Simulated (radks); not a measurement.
# Exchange and kinetic functionals tested on atomic densities: Xe³⁺, Re⁺, Au, Pb²⁺, Hg²⁺, C³⁺

Aim: take each self-consistent density and evaluate many functionals on it, against the exact exchange and kinetic energies of the same orbitals. Every spin shell is full or empty, so the densities are truly spherical.

Method: non-relativistic Kohn-Sham, PBE, spin-polarised, spherical densities, point nucleus; open shells are filled with parallel spins first. Code: radks (a radial shooting solver on a logarithmic mesh, Libxc functionals) version 1.

## (1) The atom as given

* species: Xe³⁺ ([Kr] 4d10 5s2 5p3), Re⁺ ([Xe] 4f14 5d5 6s1), Au ([Xe] 4f14 5d10 6s1), Pb²⁺ ([Hg]), Hg²⁺ ([Xe] 4f14 5d10), C³⁺ ([He] 2s1)

## (2) Xe³⁺, [Kr] 4d10 5s2 5p3

Settings of this run:

```text
Z 54
configuration [Kr] 4d10 5s2 5p3
relativity non-relativistic
functional pbe,pbe
spin polarised
nucleus point
```

## (3) Re⁺, [Xe] 4f14 5d5 6s1

Settings of this run:

```text
Z 75
configuration [Xe] 4f14 5d5 6s1
relativity non-relativistic
functional pbe,pbe
spin polarised
nucleus point
```

## (4) Au, [Xe] 4f14 5d10 6s1

Settings of this run:

```text
Z 79
configuration [Xe] 4f14 5d10 6s1
relativity non-relativistic
functional pbe,pbe
spin polarised
nucleus point
```

## (5) Pb²⁺, [Hg]

Settings of this run:

```text
Z 82
configuration [Hg]
relativity non-relativistic
functional pbe,pbe
spin polarised
nucleus point
```

## (6) Hg²⁺, [Xe] 4f14 5d10

Settings of this run:

```text
Z 80
configuration [Xe] 4f14 5d10
relativity non-relativistic
functional pbe,pbe
spin polarised
nucleus point
```

## (7) C³⁺, [He] 2s1

Settings of this run:

```text
Z 6
configuration [He] 2s1
relativity non-relativistic
functional pbe,pbe
spin polarised
nucleus point
```

**Question.** What will these runs give? Wanted: for each run, error in magnitude; Xe³⁺; Re⁺; Au; Pb²⁺; Hg²⁺; C³⁺.

The runs gave:

```
 error in magnitude (%)    Xe³⁺     Re⁺      Au    Pb²⁺    Hg²⁺     C³⁺
          exchange, LDA   -4.73   -3.82   -3.78   -3.76   -3.80  -13.31
         exchange, PW86   -0.24   -0.26   -0.34   -0.40   -0.39   +0.45
         exchange, OPTX   +1.30   +1.92   +1.92   +1.92   +1.91   -0.14
         exchange, AM05   -4.42   -3.61   -3.58   -3.57   -3.60  -10.39
         exchange, B86b   -0.02   +0.11   +0.04   -0.00   +0.00   -0.38
         exchange, APBE   +0.28   +0.36   +0.29   +0.24   +0.25   +0.28
         exchange, TPSS   -0.32   -0.31   -0.39   -0.44   -0.42   +0.37
         exchange, SCAN   +0.14   +0.14   +0.08   +0.05   +0.06   -0.10
          exchange, MS2   -0.61   -0.57   -0.63   -0.67   -0.66   +0.44
  kinetic, Thomas-Fermi   -5.19   -4.75   -4.65   -4.57   -4.62   -9.94
kinetic, von Weizsacker  -59.45  -63.79  -64.44  -64.89  -64.59   -5.49
       kinetic, TF + vW  +35.36  +31.46  +30.91  +30.54  +30.78  +84.56
     kinetic, TF + vW/9   -0.68   -0.72   -0.69   -0.67   -0.69   +0.56
         kinetic, APBEK   +0.10   +0.02   +0.04   +0.05   +0.04   +0.32
      kinetic, revAPBEK   +0.27   +0.16   +0.17   +0.19   +0.18   +1.15
     kinetic, Perdew 92   -0.68   -0.72   -0.69   -0.67   -0.68   +0.58
       kinetic, Thakkar   -0.61   -0.79   -0.79   -0.78   -0.78   +0.58
       kinetic, Pearson   -0.91   -0.89   -0.85   -0.82   -0.84   -3.95
```

**Reading.** Negative means that the magnitude is too small. For exchange the mean absolute error is least for B86b (0.09 %) and largest for LDA (5.53 %). Among the orbital-free kinetic functionals APBEK (0.09 %) does best and von Weizsacker (53.78 %) worst. The functionals are evaluated on one density each, not self-consistently.
